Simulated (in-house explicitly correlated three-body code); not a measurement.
# Two electrons around a charge of +12 under Yukawa screening of 0.6 per bohr: exact states

The task here is to estimate one member of a computed series from the others.

Method: two electrons, non-relativistic, variational in exponentially correlated functions. Code: in-house explicitly correlated three-body code version 1.

## The atom as given

- charge of the centre: +12
- mass of the centre: infinite
- interactions: Yukawa, exp(−0.6 r)/r, between all pairs
- basis: 260 functions exp(−a r1 − b r2 − g r12) a state, exponent ranges optimised
- units: hartree and bohr; relativity and QED are left out

The first run:

Settings:

```ini
Z = 12.0
screening = 0.6
interaction_strength = 1.0
functions = 260
states_tried = 13
```

Started as:

```
$ python run_hyl.py task.json out
```

One of the session's tables, all rows but one given; the rest of the session is left out.

| state | binding (eV) | excitation (eV) | ⟨r12⟩ (bohr) |
| --- | --- | --- | --- |
| 1 ¹S | 1586.48 | 0 | 0.1902 |
| 2 ³S | 275.456 | 1311.03 | 0.5582 |
| 2 ¹S | 263.551 | 1322.93 | 0.5669 |
| 2 ³P | 260.384 | 1326.10 | 0.4890 |
| 2 ¹P | 252.004 | 1334.48 | 0.4821 |
| 3 ³S | 60.4717 | 1526.01 | 1.341 |
| 3 ¹S | 57.8933 | 1528.59 | 1.368 |
| 3 ³P | 54.9963 | 1531.49 | 1.283 |
| 3 ¹P | 53.1424 | 1533.34 | 1.302 |
| 4 ³S | ? | ? | ? |
| 4 ¹S | 7.30971 | 1579.17 | 3.127 |
| 4 ³P | 5.61468 | 1580.87 | 3.127 |
| 4 ¹P | 5.23504 | 1581.25 | 3.191 |

Q: Estimate the row for 4 ³S from the others.

**Answer.** binding (eV): 7.87500; excitation (eV): 1578.61; ⟨r12⟩ (bohr): 3.052. In the column «binding (eV)» it lies between 4 ¹S (7.30971) and 3 ¹P (53.1424).
